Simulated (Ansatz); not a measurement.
# Molecular dynamics of Rb2AgPdF6

Input file:

```yaml
crystal:
  lattice:
    - [8.838544, 0.0, 0.0]
    - [0.0, 8.838544, 0.0]
    - [0.0, 0.0, 8.838544]
  atoms:
    - { symbol: Rb, position: [0.25, 0.25, 0.25] }
    - { symbol: Rb, position: [0.75, 0.75, 0.75] }
    - { symbol: Ag, position: [0.5, 0.5, 0.5] }
    - { symbol: Pd, position: [0.0, 0.0, 0.0] }
    - { symbol: F, position: [0.5, 0.5, 0.2390817] }
    - { symbol: F, position: [0.7609183, 0.5, 0.5] }
    - { symbol: F, position: [0.5, 0.5, 0.7609183] }
    - { symbol: F, position: [0.5, 0.2390817, 0.5] }
    - { symbol: F, position: [0.5, 0.7609183, 0.5] }
    - { symbol: F, position: [0.2390817, 0.5, 0.5] }
    - { symbol: Rb, position: [0.75, 0.75, 0.25] }
    - { symbol: Rb, position: [0.25, 0.25, 0.75] }
    - { symbol: Ag, position: [0.0, 0.0, 0.5] }
    - { symbol: Pd, position: [0.5, 0.5, 0.0] }
    - { symbol: F, position: [0.0, 0.0, 0.2390817] }
    - { symbol: F, position: [0.2609183, 0.0, 0.5] }
    - { symbol: F, position: [0.0, 0.0, 0.7609183] }
    - { symbol: F, position: [0.0, 0.7390817, 0.5] }
    - { symbol: F, position: [0.0, 0.2609183, 0.5] }
    - { symbol: F, position: [0.7390817, 0.0, 0.5] }
    - { symbol: Rb, position: [0.75, 0.25, 0.75] }
    - { symbol: Rb, position: [0.25, 0.75, 0.25] }
    - { symbol: Ag, position: [0.0, 0.5, 0.0] }
    - { symbol: Pd, position: [0.5, 0.0, 0.5] }
    - { symbol: F, position: [0.0, 0.5, 0.7390817] }
    - { symbol: F, position: [0.2609183, 0.5, 0.0] }
    - { symbol: F, position: [0.0, 0.5, 0.2609183] }
    - { symbol: F, position: [0.0, 0.2390817, 0.0] }
    - { symbol: F, position: [0.0, 0.7609183, 0.0] }
    - { symbol: F, position: [0.7390817, 0.5, 0.0] }
    - { symbol: Rb, position: [0.25, 0.75, 0.75] }
    - { symbol: Rb, position: [0.75, 0.25, 0.25] }
    - { symbol: Ag, position: [0.5, 0.0, 0.0] }
    - { symbol: Pd, position: [0.0, 0.5, 0.5] }
    - { symbol: F, position: [0.5, 0.0, 0.7390817] }
    - { symbol: F, position: [0.7609183, 0.0, 0.0] }
    - { symbol: F, position: [0.5, 0.0, 0.2609183] }
    - { symbol: F, position: [0.5, 0.7390817, 0.0] }
    - { symbol: F, position: [0.5, 0.2609183, 0.0] }
    - { symbol: F, position: [0.2390817, 0.0, 0.0] }
basis:
  ecutwfc: 500.0
kpoints:
  mp_grid: { grid: [1, 1, 1] }
hamiltonian:
  xc: r2scan
  dispersion: d3bj
scf:
  occupations: { method: fermi_dirac, width: 0.05 }
  lower_state_search: "off"
md:
  timestep: 2
  n_steps: 70
  ensemble: npt_langevin
  temperature: 500.0
  initial_velocities: maxwell_boltzmann
  seed: 704859
  friction: 0.005
  pressure: 0.0
  fix_cell: []
```

Command:

```bash
$ ansatz run input.yaml --threads 4 --pin off --max-ram 10240MiB --backend cpu --events-out ev --progress --plain --runs-dir out
```

It starts from an unrelaxed structure (largest force component 0.12 eV/Å).

Output, in part (step lines):

```
md step     0: t =     0.00 fs  T =   487.5 K  F+E_penalty+E_count = -104037.07643240 eV  E_kin = 2.520570 eV  conserved = -104034.83753575 eV  P_inst = -5.1581 GPa  V = 690.4658 Å³  selection 1  (11 SCF iters)
[... lines left out ...]
```

The steps, from the saved trajectory:

```json
{"time (fs)": "0", "T (K)": "488", "potential energy less start (eV)": "0.000", "conserved less start (meV/atom)": "0.00", "P (GPa)": "-5.2", "volume (Å³)": "690.5"}
{"time (fs)": "4", "T (K)": "500", "potential energy less start (eV)": "0.024", "conserved less start (meV/atom)": "0.00", "P (GPa)": "-4.9", "volume (Å³)": "690.0"}
{"time (fs)": "8", "T (K)": "488", "potential energy less start (eV)": "0.135", "conserved less start (meV/atom)": "0.01", "P (GPa)": "-4.6", "volume (Å³)": "688.8"}
{"time (fs)": "12", "T (K)": "444", "potential energy less start (eV)": "0.299", "conserved less start (meV/atom)": "0.03", "P (GPa)": "-4.2", "volume (Å³)": "686.6"}
{"time (fs)": "16", "T (K)": "411", "potential energy less start (eV)": "0.458", "conserved less start (meV/atom)": "0.04", "P (GPa)": "-3.8", "volume (Å³)": "683.3"}
{"time (fs)": "20", "T (K)": "362", "potential energy less start (eV)": "0.601", "conserved less start (meV/atom)": "0.04", "P (GPa)": "-3.3", "volume (Å³)": "678.8"}
{"time (fs)": "24", "T (K)": "338", "potential energy less start (eV)": "0.718", "conserved less start (meV/atom)": "0.04", "P (GPa)": "-2.7", "volume (Å³)": "673.4"}
{"time (fs)": "28", "T (K)": "305", "potential energy less start (eV)": "0.808", "conserved less start (meV/atom)": "0.05", "P (GPa)": "-2.2", "volume (Å³)": "667.7"}
{"time (fs)": "32", "T (K)": "312", "potential energy less start (eV)": "0.883", "conserved less start (meV/atom)": "0.04", "P (GPa)": "-1.6", "volume (Å³)": "661.7"}
{"time (fs)": "36", "T (K)": "305", "potential energy less start (eV)": "0.932", "conserved less start (meV/atom)": "0.03", "P (GPa)": "-1.1", "volume (Å³)": "655.5"}
{"time (fs)": "40", "T (K)": "310", "potential energy less start (eV)": "0.966", "conserved less start (meV/atom)": "0.02", "P (GPa)": "-0.7", "volume (Å³)": "649.0"}
{"time (fs)": "44", "T (K)": "318", "potential energy less start (eV)": "1.025", "conserved less start (meV/atom)": "0.02", "P (GPa)": "-0.1", "volume (Å³)": "642.6"}
{"time (fs)": "48", "T (K)": "311", "potential energy less start (eV)": "1.113", "conserved less start (meV/atom)": "0.02", "P (GPa)": "0.4", "volume (Å³)": "636.3"}
{"time (fs)": "52", "T (K)": "335", "potential energy less start (eV)": "1.201", "conserved less start (meV/atom)": "0.03", "P (GPa)": "1.0", "volume (Å³)": "630.3"}
{"time (fs)": "56", "T (K)": "334", "potential energy less start (eV)": "1.290", "conserved less start (meV/atom)": "0.03", "P (GPa)": "1.6", "volume (Å³)": "624.7"}
{"time (fs)": "60", "T (K)": "337", "potential energy less start (eV)": "1.357", "conserved less start (meV/atom)": "0.03", "P (GPa)": "2.2", "volume (Å³)": "619.6"}
{"time (fs)": "64", "T (K)": "380", "potential energy less start (eV)": "1.358", "conserved less start (meV/atom)": "0.03", "P (GPa)": "2.7", "volume (Å³)": "614.8"}
{"time (fs)": "68", "T (K)": "391", "potential energy less start (eV)": "1.313", "conserved less start (meV/atom)": "0.02", "P (GPa)": "3.1", "volume (Å³)": "610.9"}
{"time (fs)": "72", "T (K)": "428", "potential energy less start (eV)": "1.262", "conserved less start (meV/atom)": "0.01", "P (GPa)": "3.5", "volume (Å³)": "607.6"}
{"time (fs)": "76", "T (K)": "460", "potential energy less start (eV)": "1.244", "conserved less start (meV/atom)": "0.00", "P (GPa)": "3.9", "volume (Å³)": "604.8"}
{"time (fs)": "80", "T (K)": "500", "potential energy less start (eV)": "1.279", "conserved less start (meV/atom)": "-0.02", "P (GPa)": "4.3", "volume (Å³)": "603.0"}
{"time (fs)": "84", "T (K)": "497", "potential energy less start (eV)": "1.372", "conserved less start (meV/atom)": "0.00", "P (GPa)": "4.6", "volume (Å³)": "601.8"}
{"time (fs)": "88", "T (K)": "479", "potential energy less start (eV)": "1.490", "conserved less start (meV/atom)": "0.01", "P (GPa)": "4.8", "volume (Å³)": "601.6"}
{"time (fs)": "92", "T (K)": "451", "potential energy less start (eV)": "1.584", "conserved less start (meV/atom)": "0.01", "P (GPa)": "4.9", "volume (Å³)": "602.1"}
{"time (fs)": "96", "T (K)": "450", "potential energy less start (eV)": "1.652", "conserved less start (meV/atom)": "0.01", "P (GPa)": "4.8", "volume (Å³)": "603.7"}
{"time (fs)": "100", "T (K)": "417", "potential energy less start (eV)": "1.695", "conserved less start (meV/atom)": "0.01", "P (GPa)": "4.6", "volume (Å³)": "606.1"}
{"time (fs)": "104", "T (K)": "410", "potential energy less start (eV)": "1.723", "conserved less start (meV/atom)": "-0.01", "P (GPa)": "4.2", "volume (Å³)": "609.4"}
{"time (fs)": "108", "T (K)": "405", "potential energy less start (eV)": "1.745", "conserved less start (meV/atom)": "-0.02", "P (GPa)": "3.7", "volume (Å³)": "613.5"}
{"time (fs)": "112", "T (K)": "376", "potential energy less start (eV)": "1.784", "conserved less start (meV/atom)": "-0.01", "P (GPa)": "3.1", "volume (Å³)": "618.1"}
{"time (fs)": "116", "T (K)": "348", "potential energy less start (eV)": "1.825", "conserved less start (meV/atom)": "0.00", "P (GPa)": "2.5", "volume (Å³)": "622.9"}
{"time (fs)": "120", "T (K)": "337", "potential energy less start (eV)": "1.869", "conserved less start (meV/atom)": "0.01", "P (GPa)": "1.8", "volume (Å³)": "628.2"}
{"time (fs)": "124", "T (K)": "332", "potential energy less start (eV)": "1.886", "conserved less start (meV/atom)": "0.03", "P (GPa)": "1.1", "volume (Å³)": "633.8"}
{"time (fs)": "128", "T (K)": "341", "potential energy less start (eV)": "1.851", "conserved less start (meV/atom)": "0.02", "P (GPa)": "0.3", "volume (Å³)": "639.5"}
{"time (fs)": "132", "T (K)": "358", "potential energy less start (eV)": "1.768", "conserved less start (meV/atom)": "0.01", "P (GPa)": "-0.5", "volume (Å³)": "645.1"}
{"time (fs)": "136", "T (K)": "413", "potential energy less start (eV)": "1.665", "conserved less start (meV/atom)": "-0.01", "P (GPa)": "-1.2", "volume (Å³)": "650.5"}
{"time (fs)": "140", "T (K)": "421", "potential energy less start (eV)": "1.577", "conserved less start (meV/atom)": "-0.01", "P (GPa)": "-1.9", "volume (Å³)": "655.5"}
```

All steps were run. The conserved energy stayed within 0.048 meV per atom of its start (net change -0.014 meV per atom), so the integration is sound. The mean temperature of the second half is 17 % below the set value. A run of 0.14 ps of so small a system gives no equilibrium averages. Limits of this set-up: coarse k mesh. The cell's volume went from 690 to 655 Å³.

Mean squared displacements from the first frame to the last, about the centre of mass, the cell's change included: Rb 0.06 Å², Ag 0.03 Å², Pd 0.02 Å², F 0.10 Å².

Last frame:

```xyz
40
Lattice="8.6883 0.0544 0.1036 0.0544 8.6427 -0.0699 0.1036 -0.0699 8.7315" Properties=species:S:1:pos:R:3
Rb 2.224 2.124 2.386
Rb 6.662 6.705 6.438
Ag 4.372 4.377 4.091
Pd 0.025 0.131 -0.009
F 4.430 4.203 1.749
F 6.545 4.232 4.102
F 4.557 4.473 6.404
F 4.606 2.073 4.300
F 4.479 6.554 4.265
F 2.026 4.430 4.188
Rb 6.431 6.541 1.911
Rb 2.336 2.379 6.392
Ag 0.186 -0.022 4.306
Pd 4.444 4.255 -0.260
F -0.177 -0.071 2.147
F 2.415 -0.128 4.090
F 0.305 0.439 6.607
F -0.353 6.464 4.031
F 0.246 2.270 4.431
F 6.655 -0.129 4.426
Rb 6.771 2.023 6.560
Rb 2.399 6.476 2.108
Ag 0.071 4.341 -0.247
Pd 4.538 -0.031 4.360
F -0.200 4.355 6.360
F 2.437 4.528 -0.305
F 0.146 4.489 2.147
F 0.340 2.073 0.364
F -0.020 6.754 -0.379
F 6.362 3.960 -0.073
Rb 2.151 6.884 6.356
Rb 6.599 2.133 2.194
Ag 4.405 -0.077 -0.002
Pd -0.068 4.388 4.268
F 4.451 0.205 6.554
F 6.514 0.444 0.053
F 4.689 -0.015 2.321
F 4.498 6.317 -0.196
F 4.393 2.185 0.068
F 2.173 -0.236 0.072
```

Run time: 16 min on 4 threads of Intel(R) Xeon(R) 6975P-C (Granite Rapids), on a shared host, peak memory 2.4 GiB.
